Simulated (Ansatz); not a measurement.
# CsLiCr2Te2S3 (Pm) in Ansatz: convergence with k mesh

Aim: find how far k mesh must go before the results for CsLiCr2Te2S3 settle, at PBE. This setting moves, with any that are tied to it; all else stays.

Program: Ansatz 0.2.0. These are calculated values, not measurements. Logs are shortened: lines on timing, memory, paths and dates and some standing lists are left out, and cuts for length are marked.

## Step 1: Starting point

Symmetry: Pm, No. 6, monoclinic system. Conventional cell: a = 7.057 Å, b = 3.981 Å, c = 9.084 Å, α = 90.00°, β = 107.12°, γ = 90.00°. Cs (site symmetry m) is surrounded by 3 S at 3.44 to 3.50 Å and 1 Te at 3.93 Å. Around Li (site symmetry m) lie 3 S at 2.21 to 2.30 Å. Cr (site symmetry m) has 5 S at 2.47 to 2.63 Å and 1 Te at 2.79 Å and 2 Li at 2.81 Å as nearest neighbours. Around Cr (site symmetry m) lie 2 S at 2.34 to 2.50 Å. Te (site symmetry m) is surrounded by 3 Cr at 2.76 to 2.79 Å. Te (site symmetry m) is surrounded by 1 S at 2.48 Å and 2 Cr at 2.80 Å. Around S (site symmetry m) lie 2 Li at 2.21 Å and 1 Te at 2.48 Å and 1 Cr at 2.51 Å. S (site symmetry m) has 3 Cr at 2.34 to 2.47 Å and 1 Li at 2.63 Å as nearest neighbours.

The cell was built by a generator and needn't be a form met in nature.

## Step 2: With k mesh 2 × 2 × 1

The input, input.yaml:

```yaml
crystal:
  lattice:
    - [7.05684, 0.0, 0.00788]
    - [0.0, 3.9806, 0.0]
    - [-2.68302, 0.0, 8.67869]
  atoms:
    - { symbol: Cs, position: [0.07739, 0.0, 0.37706] }
    - { symbol: Li, position: [0.86424, 0.5, 0.78883] }
    - { symbol: Cr, position: [0.12646, 0.0, 0.94616], spin: 3.0 }
    - { symbol: Cr, position: [0.5929, 0.5, 0.97165], spin: 3.0 }
    - { symbol: Te, position: [0.50838, 0.0, 0.1527] }
    - { symbol: Te, position: [0.55612, 0.0, 0.74893] }
    - { symbol: S, position: [0.87426, 0.0, 0.68502] }
    - { symbol: S, position: [0.25176, 0.5, 0.84402] }
    - { symbol: S, position: [0.96294, 0.5, 0.05357] }
hamiltonian:
  xc: pbe
  pseudopotentials: { kind: paw }
magnetization:
  spin_polarized: true
kpoints:
  mp_grid: { grid: [2, 2, 1] }
scf:
  occupations: { method: fermi_dirac, width: 0.05 }
output:
  forces: true
  stress: true
  eigenvalues: true
```

Potentials or basis: Ansatz PAW.

Run with:

```bash
ansatz run input.yaml --threads 8 --pin off --max-ram 20480MiB --backend cpu --events-out ev --progress --plain --runs-dir out
```

What it wrote:

```text
Warning: RAYON_NUM_THREADS=8 ignored (pool sized by the plan → 8); use --threads N
Engine: ansatz 0.2.0, x86_64-unknown-linux-gnu
Pseudopotentials: kind: paw
Pseudopotential: Cs, paw, valence charge 9, recommended cutoff 420 eV (normal), Cs.paw.azcp
Pseudopotential: Li, paw, valence charge 3, recommended cutoff 420 eV (normal), Li.paw.azcp
Pseudopotential: Cr, paw, valence charge 14, recommended cutoff 420 eV (normal), Cr.paw.azcp
Pseudopotential: Te, paw, valence charge 16, recommended cutoff 420 eV (normal), Te.paw.azcp
Pseudopotential: S, paw, valence charge 6, recommended cutoff 420 eV (normal), S.paw.azcp
Functional definition: PBE
  parameter kappa = 0.804
  parameter beta = 0.06672455060314922
  exchange = pbe_x(kappa = kappa, mu = beta*pi^2/3)
  correlation = pbe_c(beta = beta)
Crystal: 9 atoms, lattice volume = 243.873 Å³
Basis set: ecut = 420 eV, 4787 PW (Γ), exchange–correlation on 96×54×128 points (8 copies of the dense FFT grid, shifted against one another)
Bands: 58, of which v1, the nominal top of the filled ones, is band 45 counted from 1 (44 counted from 0)
Symmetry: 2 space group operations
Space group: Pm (ITA 6), of the structure as read, at distance tolerance 6.2e-5 Å
Magnetic group: BNS 6.18 (UNI 25), of the structure as read, at distance tolerance 6.2e-5 Å
k-points: 4
Non-local potential: Cs, projectors of the file, l = 0: 3, l = 1: 2, l = 2: 2, l = 3: 2
Non-local potential: Li, projectors of the file, l = 0: 3, l = 1: 2, l = 2: 1
Non-local potential: Cr, projectors of the file, l = 0: 3, l = 1: 2, l = 2: 3, l = 3: 1
Non-local potential: Te, projectors of the file, l = 0: 2, l = 1: 2, l = 2: 2, l = 3: 2
Non-local potential: S, projectors of the file, l = 0: 2, l = 1: 2, l = 2: 2
PAW form: soft (Blöchl's): semilocal exchange-correlation on the pseudo side does not see the compensation charge
PAW one-centre angular grid: Cs, 194 points (default); XC on 64 Gauss nodes
PAW one-centre angular grid: Li, 110 points (default); XC on 64 Gauss nodes
PAW one-centre angular grid: Cr, 590 points (default); XC on 64 Gauss nodes
PAW one-centre angular grid: Te, 590 points (default); XC on 64 Gauss nodes
PAW one-centre angular grid: S, 110 points (default); XC on 64 Gauss nodes
[... 32 lines left out ...]
SCF 1 converged in 22 iterations: F = -29302.421761 eV  dr2 = 6.85e-8
SCF converged after 22 iterations
Magnetization: 5.9999 μB (48.0000 up, 42.0000 down)
Absolute magnetization: 7.2467 μB (∫|ρ↑−ρ↓|, with the PAW one-centre terms)
Spin contamination: 0.2516 ħ² per cell (⟨S²⟩ above its minimum at these occupations)
Per-site moments (μB) at R_I (Å): [(0.001373814697114176, 1.4200953683227364), (0.0016951639574292348, 0.9126230053360187), (2.8790113611475348, 1.0177055008635247), (2.701686978088592, 0.9671201925037592), (-0.13625255834717998, 1.1371301403881684), (-0.044231729198273034, 1.0225099071990138), (-0.024288949172027244, 0.9126230053360187), (-0.10466718622164002, 0.9671201925037592), (-0.05586678853226973, 0.9480964065931007)]
Free energy (F): -29302.421761 eV
Harris-Foulkes:  -29302.421761 eV  (|F-HF|=6.28e-8)
Internal energy: -29302.421340 eV  (E = F + TS)
E sigma→0 (E₀):  -29302.421550 eV
Entropy (-TS):   -0.000421 eV (-0.047 meV/atom)
Fermi energy:    6.965714 eV
--- Per-component energies (eV) ---
  E_band       = -1328.360878
  E_kinetic    = 1530.715396
  E_local      = -11243.622042  (includes V_loc(G=0)·N_el)
  E_nonlocal   = -372.902279
  E_hartree    = 5508.782397
  E_xc         = -1003.077908
  E_vxc        = -965.301120  (∫ρ·V_xc dr)
  E_paw        = -18609.378309  (= ΣΔE_a)
  E_vpaw       = -1294.837319  (= ΣTr[D̂ρ^β])
  E_aug_tail   = 0.000386  (compensation charges beyond the density's cutoff)
  E_ewald      = -5112.938981
  E_smearing   = -0.000421  (= −TS)
  E_closure    = 0.000000  (closes the sum)
  Σ components = -29302.421761   (vs F -29302.421761, Δ=0.00e0)
--- Forces (eV/Å), atoms counted from 1 ---
  atom   1  Cs     0.04449028    -0.00000000    -0.04097468
  atom   2  Li     0.06426238    -0.00000000    -0.07657044
  atom   3  Cr    -0.02251242     0.00000000     0.02950168
  atom   4  Cr    -0.01957838    -0.00000000    -0.03879333
  atom   5  Te     0.04597105    -0.00000000    -0.21129684
  atom   6  Te    -0.06723767     0.00000000     0.24916074
  atom   7  S     -0.06777353     0.00000000     0.08522265
  atom   8  S     -0.06341176     0.00000000     0.07606904
  atom   9  S      0.08578136    -0.00000000    -0.07231369
  max |Σ_I F_I| component: 8.69e-6 eV/Å
--- Stress (GPa, compression-positive) ---
       -0.369299       0.000000       0.131007
        0.000000       1.618611      -0.000000
        0.131006      -0.000000      -0.294555
  P = ⅓ Tr σ = 0.3183 GPa (3.183 kbar)
--- Band table (eV; the first three rows and the last of 8) ---
  k-point 0 ↑: bands = ["-66.3473", "-66.0022", "-38.6627", "-37.6968", "-37.6924", "-37.6917", "-37.4203", "-37.3514", "-37.3198", "-30.5179", "-30.4372", "-30.4198", "-30.1856", "-30.1849", "-29.4964", "-29.4854", "-29.4761", "-29.4734", "-29.4690", "-15.5848", "-7.2202", "-6.1772", "-5.4754", "-4.2543", "-3.8560", "-2.4290", "-2.3044", "-1.9991", "1.3928", "2.0378", "2.1292", "2.6833", "2.9875", "3.2786", "3.4664", "4.0623", "4.4393", "4.6002", "4.7303", "4.7870", "5.0892", "5.1856", "5.3758", "5.4587", "5.5848", "5.9333", "6.3013", "6.6586", "7.4092", "8.1695", "8.1762", "8.5095", "8.7597", "9.2016", "9.9868", "10.7330", "11.2207", "11.5011"]
  k-point 1 ↑: bands = ["-66.3471", "-66.0021", "-38.6620", "-37.6965", "-37.6952", "-37.6924", "-37.4201", "-37.3514", "-37.3227", "-30.5168", "-30.4381", "-30.4197", "-30.1865", "-30.1818", "-29.4941", "-29.4863", "-29.4769", "-29.4734", "-29.4669", "-15.4819", "-6.8584", "-6.0244", "-5.3340", "-3.8506", "-3.5236", "-3.0030", "-2.2767", "-2.2695", "0.9555", "1.4784", "1.9246", "2.3599", "2.7970", "3.2951", "3.4522", "3.4888", "3.7177", "4.1125", "4.3418", "4.5019", "4.8471", "4.8746", "5.2744", "5.5516", "5.5523", "5.6536", "5.9404", "5.9878", "7.5193", "7.5433", "7.8760", "8.2331", "8.6254", "10.0221", "10.2384", "10.8714", "11.0804", "11.8589"]
  k-point 2 ↑: bands = ["-66.3473", "-66.0022", "-38.6627", "-37.6968", "-37.6924", "-37.6917", "-37.4203", "-37.3514", "-37.3198", "-30.5179", "-30.4372", "-30.4198", "-30.1856", "-30.1849", "-29.4964", "-29.4854", "-29.4761", "-29.4734", "-29.4690", "-15.5847", "-6.9971", "-6.4760", "-5.6578", "-3.9618", "-3.8344", "-2.3995", "-2.3016", "-1.9988", "1.0875", "2.1511", "2.5186", "2.8318", "3.0778", "3.2321", "3.5544", "3.8487", "4.1046", "4.1405", "4.3958", "5.0354", "5.0998", "5.3592", "5.4412", "5.7139", "5.9298", "5.9562", "6.2563", "6.3292", "7.3718", "7.9876", "8.2109", "8.3446", "8.4977", "9.2929", "10.4280", "10.8816", "10.9356", "11.4519"]
  k-point 3 ↓: bands = ["-63.2198", "-62.9981", "-38.6626", "-34.7486", "-34.5766", "-34.5134", "-34.4764", "-34.3825", "-34.3569", "-30.5218", "-30.4478", "-30.4284", "-30.2058", "-30.2022", "-29.5252", "-29.5226", "-29.5057", "-29.5016", "-29.4947", "-15.4812", "-6.8640", "-6.0413", "-5.4822", "-4.0324", "-3.6216", "-2.9974", "-2.2627", "-2.2334", "1.4261", "1.7959", "2.2641", "2.5012", "3.0953", "3.3747", "3.6411", "3.6673", "4.1005", "4.1939", "4.8421", "4.9408", "5.2332", "5.3452", "7.5554", "7.9817", "8.0748", "8.2179", "8.6111", "8.6415", "8.9687", "9.0019", "9.3163", "9.3395", "9.6894", "9.9529", "10.8809", "11.2054", "11.2704", "11.6498"]
```

It took 2.1 s on 8 threads of INTEL XEON PLATINUM 8581C at 2.30GHz (Emerald Rapids), shared host; peak memory 0.91 GiB.

What came out:

* Free energy: -29302.4218 eV
* Pressure: 0.3 GPa
* Largest force: 0.258 eV/Å
* Band gap on the k mesh: 0.63 eV, indirect (least direct gap 0.75 eV)
* Net moment: 6.00 μB per cell
* Absolute moment: 7.25 μB per cell
* Site moments: Cs +0.00; Li +0.00; Cr +2.88, +2.70; Te -0.14, -0.04; S -0.02, -0.10, -0.06 μB

## Step 3: With k mesh 2 × 3 × 2

Edit input.yaml of step 2 so:

```diff
@@ -21,3 +21,3 @@
 kpoints:
-  mp_grid: { grid: [2, 2, 1] }
+  mp_grid: { grid: [2, 3, 2] }
 scf:
```

Potentials or basis: Ansatz PAW.

Run with:

```bash
ansatz run input.yaml --threads 8 --pin off --max-ram 20480MiB --backend cpu --events-out ev --progress --plain --runs-dir out
```

It took 4 s on 8 threads of INTEL XEON PLATINUM 8581C at 2.30GHz (Emerald Rapids), shared host; peak memory 1.1 GiB.

Results:

* Free energy: -29302.6961 eV
* Pressure: 0.1 GPa
* Largest force: 0.046 eV/Å
* Band gap on the k mesh: 0.49 eV, indirect (least direct gap 0.76 eV)
* Net moment: 6.00 μB per cell
* Absolute moment: 7.23 μB per cell
* Site moments: Cs +0.00; Li +0.00; Cr +2.89, +2.69; Te -0.13, -0.04; S -0.03, -0.11, -0.05 μB

## Step 4: With k mesh 3 × 4 × 2

Edit input.yaml of step 3 so:

```diff
@@ -21,3 +21,3 @@
 kpoints:
-  mp_grid: { grid: [2, 3, 2] }
+  mp_grid: { grid: [3, 4, 2] }
 scf:
```

Run with:

```bash
ansatz run input.yaml --threads 8 --pin off --max-ram 20480MiB --backend cpu --events-out ev --progress --plain --runs-dir out
```

It took 6.3 s on 8 threads of INTEL XEON PLATINUM 8581C at 2.30GHz (Emerald Rapids), shared host; peak memory 1.2 GiB.

Results:

* Free energy: -29302.7121 eV
* Pressure: 0.1 GPa
* Largest force: 0.023 eV/Å
* Band gap on the k mesh: 0.56 eV, indirect (least direct gap 0.76 eV)
* Net moment: 6.00 μB per cell
* Absolute moment: 7.21 μB per cell
* Site moments: Cs +0.00; Li +0.00; Cr +2.89, +2.69; Te -0.13, -0.04; S -0.03, -0.10, -0.05 μB

## Step 5: With k mesh 3 × 5 × 3

Edit input.yaml of step 4 so:

```diff
@@ -21,3 +21,3 @@
 kpoints:
-  mp_grid: { grid: [3, 4, 2] }
+  mp_grid: { grid: [3, 5, 3] }
 scf:
```

Run with:

```bash
ansatz run input.yaml --threads 8 --pin off --max-ram 20480MiB --backend cpu --events-out ev --progress --plain --runs-dir out
```

Wall time 8 s (8 threads of INTEL XEON PLATINUM 8581C at 2.30GHz (Emerald Rapids), shared host); peak memory 1.3 GiB.

Results:

- Free energy: -29302.7318 eV
- Pressure: 0.0 GPa
- Largest force: 0.012 eV/Å
- Band gap on the k mesh: 0.60 eV, indirect (least direct gap 0.77 eV)
- Net moment: 6.00 μB per cell
- Absolute moment: 7.21 μB per cell
- Site moments: Cs +0.00; Li +0.00; Cr +2.89, +2.69; Te -0.13, -0.04; S -0.03, -0.10, -0.05 μB

## Step 6: With k mesh 4 × 6 × 3

Edit input.yaml of step 5 so:

```diff
@@ -21,3 +21,3 @@
 kpoints:
-  mp_grid: { grid: [3, 5, 3] }
+  mp_grid: { grid: [4, 6, 3] }
 scf:
```

Potentials or basis: Ansatz PAW.

Run with:

```bash
ansatz run input.yaml --threads 8 --pin off --max-ram 20480MiB --backend cpu --events-out ev --progress --plain --runs-dir out
```

Wall time 13 s (8 threads of INTEL XEON PLATINUM 8581C at 2.30GHz (Emerald Rapids), shared host); peak memory 1.5 GiB.

It converged, with:

```yaml
Free_energy: -29302.7407 eV
Pressure: 0.0 GPa
Largest_force: 0.009 eV/Å
Band_gap_on_the_k_mesh: 0.51 eV, indirect (least direct gap 0.77 eV)
Net_moment: 6.00 μB per cell
Absolute_moment: 7.21 μB per cell
Site_moments: Cs +0.00; Li +0.00; Cr +2.89, +2.69; Te -0.13, -0.04; S -0.03, -0.10, -0.05 μB
```

## Step 7: With k mesh 5 × 8 × 4

Edit input.yaml of step 6 so:

```diff
@@ -21,3 +21,3 @@
 kpoints:
-  mp_grid: { grid: [4, 6, 3] }
+  mp_grid: { grid: [5, 8, 4] }
 scf:
```

Run with:

```bash
ansatz run input.yaml --threads 8 --pin off --max-ram 20480MiB --backend cpu --events-out ev --progress --plain --runs-dir out
```

Run time: 25 s. Hardware: 8 threads of INTEL XEON PLATINUM 8581C at 2.30GHz (Emerald Rapids), shared host; peak memory 2.1 GiB.

It converged, with:

| Item | Value |
| --- | --- |
| Free energy | -29302.7436 eV |
| Pressure | 0.0 GPa |
| Largest force | 0.010 eV/Å |
| Band gap on the k mesh | 0.51 eV, indirect (least direct gap 0.76 eV) |
| Net moment | 6.00 μB per cell |
| Absolute moment | 7.21 μB per cell |
| Site moments | Cs +0.00; Li +0.00; Cr +2.89, +2.69; Te -0.13, -0.04; S -0.03, -0.10, -0.05 μB |

## Step 8: With k mesh 6 × 9 × 5

Edit input.yaml of step 7 so:

```diff
@@ -21,3 +21,3 @@
 kpoints:
-  mp_grid: { grid: [5, 8, 4] }
+  mp_grid: { grid: [6, 9, 5] }
 scf:
```

Run with:

```bash
ansatz run input.yaml --threads 8 --pin off --max-ram 20480MiB --backend cpu --events-out ev --progress --plain --runs-dir out
```

It took 37 s on 8 threads of INTEL XEON PLATINUM 8581C at 2.30GHz (Emerald Rapids), shared host; peak memory 2.7 GiB.

It converged, with:

```yaml
Free_energy: -29302.7441 eV
Pressure: 0.0 GPa
Largest_force: 0.010 eV/Å
Band_gap_on_the_k_mesh: 0.50 eV, indirect (least direct gap 0.76 eV)
Net_moment: 6.00 μB per cell
Absolute_moment: 7.21 μB per cell
Site_moments: Cs +0.00; Li +0.00; Cr +2.89, +2.69; Te -0.13, -0.04; S -0.03, -0.10, -0.05 μB
```

## Step 9: With k mesh 7 × 11 × 5

Edit input.yaml of step 8 so:

```diff
@@ -21,3 +21,3 @@
 kpoints:
-  mp_grid: { grid: [6, 9, 5] }
+  mp_grid: { grid: [7, 11, 5] }
 scf:
```

Potentials or basis: Ansatz PAW.

Run with:

```bash
ansatz run input.yaml --threads 8 --pin off --max-ram 20480MiB --backend cpu --events-out ev --progress --plain --runs-dir out
```

Run time: 51 s. Hardware: 8 threads of INTEL XEON PLATINUM 8581C at 2.30GHz (Emerald Rapids), shared host; peak memory 3.3 GiB.

Results (log left out):

```yaml
Free_energy: -29302.7444 eV
Pressure: 0.0 GPa
Largest_force: 0.010 eV/Å
Band_gap_on_the_k_mesh: 0.48 eV, indirect (least direct gap 0.77 eV)
Net_moment: 6.00 μB per cell
Absolute_moment: 7.21 μB per cell
Site_moments: Cs +0.00; Li +0.00; Cr +2.89, +2.69; Te -0.13, -0.04; S -0.03, -0.10, -0.05 μB
```

## Step 10: The series at a glance

| k mesh | energy less the tightest run, at zero smearing (meV/atom) | pressure (GPa) | largest force (eV/Å) | absolute moment (μB) | gap on the mesh (eV) | SCF cycles | CPU time (s) | peak memory (GiB) |
| --- | --- | --- | --- | --- | --- | --- | --- | --- |
| 2 × 2 × 1 | 35.86 | 0.32 | 0.258 | 7.25 | 0.630 | 22 | 12 | 0.91 |
| 2 × 3 × 2 | 5.40 | 0.09 | 0.046 | 7.23 | 0.494 | 22 | 27 | 1.1 |
| 3 × 4 × 2 | 3.60 | 0.05 | 0.023 | 7.21 | 0.562 | 23 | 43 | 1.2 |
| 3 × 5 × 3 | 1.40 | 0.04 | 0.012 | 7.21 | 0.598 | 23 | 59 | 1.3 |
| 4 × 6 × 3 | 0.42 | 0.03 | 0.009 | 7.21 | 0.509 | 23 | 98 | 1.5 |
| 5 × 8 × 4 | 0.09 | 0.02 | 0.010 | 7.21 | 0.508 | 23 | 190 | 2.1 |
| 6 × 9 × 5 | 0.04 | 0.02 | 0.010 | 7.21 | 0.502 | 23 | 280 | 2.7 |
| 7 × 11 × 5 | 0.00 | 0.01 | 0.010 | 7.21 | 0.483 | 23 | 380 | 3.3 |

Against the tightest run, the energy stays within 1 meV/atom from 4 × 6 × 3 on; the pressure stays within 0.1 GPa from 2 × 3 × 2 on; the largest force stays within 0.005 eV/Å from 3 × 5 × 3 on; the absolute moment stays within 0.02 μB from 3 × 4 × 2 on. Not settled before the last step: the gap on the mesh (to 0.01 eV). Meshes of other sizes hit other points, so gaps and Fermi surfaces needn't settle smoothly. The tightest run that finished is the yardstick and may itself not be fully converged.

Caveats: odd divisions of the mesh miss points on the zone boundary, where band edges often lie, so the gap on the mesh can be too wide; spin-orbit coupling is left out, which moves the levels of the heavy elements; only a ferromagnetic start was run, and an antiferromagnetic order may lie lower in energy.
